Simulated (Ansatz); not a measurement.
# C₃H₈Cl₂GaN: taking an electron away

How much energy removes an electron from C₃H₈Cl₂GaN at fixed geometry? The cation is run at each level and the neutral's energy taken from earlier runs.

The runs use Ansatz 0.2.0, Gaussian basis; unrestricted cation, the program's frozen cores in correlated methods.

The runs, in order: UKS PBE-D4/def2-TZVPP; UKS r2SCAN-D4/def2-TZVPP; UKS PBE0-D4/def2-TZVPP; UKS B3LYP-D4/def2-TZVPP; UKS wB97X-V/def2-TZVPP; UKS wB97M-V/def2-TZVPP; UKS B2PLYP/def2-TZVPP; UHF-CCSD(T)/def2-TZVPP; UHF-MP2/def2-QZVPP; extrapolation to the limit; then −ε(HOMO) from the neutral's earlier runs with LDA (SPW92), PBE-D4, revPBE-D4, BLYP-D4, r2SCAN-D4, B97M-V, PBE0-D4, B3LYP-D4, r2SCANh-D4, r2SCAN0-D4, HSE06-D4, BHLYP-D4, CAM-B3LYP-D4, LC-ωPBE, ωB97X-V, ωB97M-V.

### Step 1. The relaxed structure

An earlier PBE0-D4/def2-TZVP relaxation fixed the geometry.

SMILES `CC(C)[NH][Ga]([Cl])[Cl]`, 15 atoms, charge 0, spin multiplicity 1.

Atoms are counted from 1 here; the program's logs count them from 0.

Bond lengths: C1–C2 1.522 Å, C1–H8 1.091 Å, C1–H9 1.095 Å, C1–H10 1.093 Å, C2–C3 1.522 Å, C2–N4 1.454 Å, C2–H11 1.096 Å, C3–H12 1.091 Å, C3–H13 1.093 Å, C3–H14 1.095 Å, N4–Ga5 1.791 Å, N4–H15 1.009 Å, Ga5–Cl6 2.128 Å, Ga5–Cl7 2.126 Å. Angles: C2–C1–H8 110.8°, C2–C1–H9 110.5°, C2–C1–H10 111.1°, H8–C1–H9 108.1°, H8–C1–H10 108.5°, H9–C1–H10 107.8°, C1–C2–C3 111.4°, C1–C2–N4 111.0°, C1–C2–H11 108.2°, C3–C2–N4 111.0°, C3–C2–H11 108.2°, N4–C2–H11 106.8°, C2–C3–H12 110.8°, C2–C3–H13 111.1°, C2–C3–H14 110.5°, H12–C3–H13 108.5°, H12–C3–H14 108.1°, H13–C3–H14 107.8° and more.

### Step 2. Cation, UKS PBE-D4/def2-TZVPP

Input file in.yaml:

```yaml
crystal:
  periodic: [false, false, false]
  atoms:
    - {symbol: C, position_ang: [-1.539491, -0.708695, -0.337619]}
    - {symbol: C, position_ang: [-0.284887, -0.144398, 0.312752]}
    - {symbol: C, position_ang: [0.388668, -1.175184, 1.206743]}
    - {symbol: N, position_ang: [0.639605, 0.361488, -0.688604]}
    - {symbol: Ga, position_ang: [1.203079, 2.050251, -0.884476]}
    - {symbol: Cl, position_ang: [0.508062, 3.564818, 0.438270]}
    - {symbol: Cl, position_ang: [2.566105, 2.578415, -2.428067]}
    - {symbol: H, position_ang: [-2.033231, 0.048613, -0.949180]}
    - {symbol: H, position_ang: [-1.287529, -1.555534, -0.983908]}
    - {symbol: H, position_ang: [-2.247649, -1.062816, 0.415526]}
    - {symbol: H, position_ang: [-0.576841, 0.708830, 0.934990]}
    - {symbol: H, position_ang: [1.267523, -0.749945, 1.694661]}
    - {symbol: H, position_ang: [-0.296881, -1.534766, 1.978004]}
    - {symbol: H, position_ang: [0.712164, -2.039391, 0.617837]}
    - {symbol: H, position_ang: [0.981295, -0.341665, -1.326940]}
basis:
  gaussian: {orbitals: def2-TZVPP}
total_charge: 1
magnetization: {spin_polarized: true, initial_magnetization: 1}
hamiltonian: {xc: pbe, dispersion: d4}
```

The run is started by

```sh
ansatz run in.yaml --threads 2 --pin off --events-out ev --progress --plain --max-ram 32768MiB --backend cuda --devices 0, --max-vram 18GiB
```

The runs that follow: Cation, UKS r2SCAN-D4/def2-TZVPP; Cation, UKS PBE0-D4/def2-TZVPP; Cation, UKS B3LYP-D4/def2-TZVPP; Cation, UKS wB97X-V/def2-TZVPP; Cation, UKS wB97M-V/def2-TZVPP; Cation, UKS B2PLYP (frozen core)/def2-TZVPP; Cation, UHF-CCSD(T)/def2-TZVPP; Cation, UHF-MP2/def2-QZVPP.

**Question.** What will the summary of the whole plan be? Wanted: ionisation energy, CCSD(T)/CBS; nearest functional by difference; nearest −ε(HOMO); −ε(HOMO) of PBE; T1 of the cation.

**Answer**, as computed:

| quantity | value |
| --- | --- |
| ionisation energy, CCSD(T)/CBS | 9.40 eV |
| nearest functional by difference | ωB97X-V (-0.18 eV) |
| nearest −ε(HOMO) | ωB97M-V (+0.21 eV) |
| −ε(HOMO) of PBE | 5.99 eV |
| T1 of the cation | 0.018 |

**Reading.** Energy differences with functionals land within 0.50 eV of the reference. The PBE orbital energy is 3.4 eV too small: a semilocal HOMO is no ionisation energy. Among orbital estimates ωB97M-V comes nearest. Hartree-Fock falls 1.47 eV short, as the neutral has more correlation energy than the cation. Correlated methods include outer-core shells of Ga, which these sets cover unevenly. With outer-core shells in play the reference is unsure by up to some tenths of an eV, so close misses can't be ranked.
